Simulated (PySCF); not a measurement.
**(F)3Hf-NH-SiH3: geometry, NMR shifts and electronic excitations**

What NMR shifts and electronic excitations should (F)3Hf-NH-SiH3 show?

The runs use PySCF 2.14.0, with density-fitted response routines of our own; the level of theory stands in each step. All values are computed, except where a source is named. Atoms are numbered from 0 throughout.

**1. The molecule as given**

10 atoms, charge 0, multiplicity 1; geometry from: GFN2-xTB. The atoms were then displaced at random by about 0.03 Å, so the start is not that level's minimum.

Bonds of the start (Å): Hf0–F1 1.86, Hf0–F2 1.87, Hf0–F3 1.83, Hf0–N4 2.08, N4–Si5 1.69, N4–H6 1.01, Si5–H7 1.53, Si5–H8 1.49, Si5–H9 1.44.

**2. Relaxing the molecule at PBE0-D3(BJ)/def2-SVP**

The job: settings as JSON, then the geometry in Å.

```
{"job": {"xc": "PBE0", "basis": "def2-SVP", "d3": "d3bj", "grid": 1, "maxiter": 40, "shake": 0.03, "kind": "geom"}, "charge": 0, "multiplicity": 1}
Hf     1.045530     0.324150     1.046510
F      1.835700     1.837050     1.796500
F     -0.108620    -0.332000     2.359170
F      2.413980    -0.837860     0.692590
N     -0.141480     0.822190    -0.585620
Si    -0.986820    -0.574960    -1.030550
H     -0.432300     1.718730    -0.940780
H     -0.195300    -1.657440    -0.283940
H     -2.409930    -0.570030    -0.605000
H     -0.896120    -0.806580    -2.444490
```

Run with:

```sh
$ OMP_NUM_THREADS=1 python probes_run.py task.json out
```

The driver reads the jobs from task.json and runs them one after another.

**Question.** This job is followed by: GIAO PBE0/pcSseg-1 Hf:def2-TZVP NMR shielding, non-relativistic, gas phase; TDDFT CAM-B3LYP/def2-SVPD, vertical, gas phase, core orbitals frozen in the response; GIAO wB97X-D/pcSseg-1 Hf:def2-TZVP NMR shielding, non-relativistic, gas phase. Predict these results of the whole session: rotational constants (main isotopes); ¹H shifts against TMS (PBE0/def2-TZVP+pcSseg-1, means over atoms taken as alike); ¹⁹F shifts against CFCl3 (PBE0/def2-TZVP+pcSseg-1, means over atoms taken as alike); ¹⁵N shifts against NH3 (PBE0/def2-TZVP+pcSseg-1); ²⁹Si shifts against TMS (PBE0/def2-TZVP+pcSseg-1); surface potential, 1st and 99th percentile; lowest singlet (CAM-B3LYP/def2-SVPD); brightest single state of those computed; lowest triplet; vertical ionisation energy (ΔSCF); vertical electron affinity (ΔSCF); range of the shift of N4.

The runs gave:

| quantity | value |
| --- | --- |
| rotational constants (main isotopes) | 2.59, 1.02, 1.00 GHz |
| ¹H shifts against TMS (PBE0/def2-TZVP+pcSseg-1, means over atoms taken as alike) | 4.80, 3.23 ppm |
| ¹⁹F shifts against CFCl3 (PBE0/def2-TZVP+pcSseg-1, means over atoms taken as alike) | 109.0 ppm |
| ¹⁵N shifts against NH3 (PBE0/def2-TZVP+pcSseg-1) | 115.4 ppm |
| ²⁹Si shifts against TMS (PBE0/def2-TZVP+pcSseg-1) | -57.8 ppm |
| surface potential, 1st and 99th percentile | -1.06 V and 3.56 V |
| lowest singlet (CAM-B3LYP/def2-SVPD) | 6.09 eV (204 nm), f = 0.001 |
| brightest single state of those computed | state 6, 7.74 eV, f = 0.085 |
| lowest triplet | 5.91 eV |
| vertical ionisation energy (ΔSCF) | 10.36 eV |
| vertical electron affinity (ΔSCF) | -0.50 eV (unbound: the value hangs on the basis) |
| range of the shift of N4 | 109.1 to 115.4 ppm |

**Reading.** The start was shaken at random, so part of the energy gained undoes that. Relaxing lowered the energy by 0.379 eV in 10 steps; the close pair that moved most is Hf0–Si5, from 3.042 to 3.344 Å. At PBE0/def2-TZVP+pcSseg-1: The largest span, 510 ppm, is at F1, F2, F3, where the paramagnetic term is -403 ppm. At PBE0/def2-TZVP+pcSseg-1, counted by nearest atom on the grid, the HOMO lies on N4 60 %; H8, H9 about 11 % each, the LUMO on Hf0 33 %; F1, F2, F3 about 11 % each. The first singlet state (HOMO→LUMO+1 0.54, HOMO→LUMO 0.40) lies at 6.09 eV and is weak; of the 10 states computed, the strongest absorption comes from state 6 at 7.74 eV. The lowest triplet lies 0.18 eV below the lowest singlet (triplets in Tamm-Dancoff, singlets in full TDDFT). Spin-orbit coupling, left out, mixes singlets and triplets in elements this heavy. ΔSCF puts the ionisation energy at 10.36 eV, 0.72 eV above −ε(HOMO). In ppm, N4 moves most: its shift spreads over 6.2 ppm, from 109.1 (wB97X-D/def2-TZVP+pcSseg-1) to 115.4 (PBE0/def2-TZVP+pcSseg-1). Spin-orbit coupling is left out, which matters for shieldings and couplings at and beside the heavy atoms.
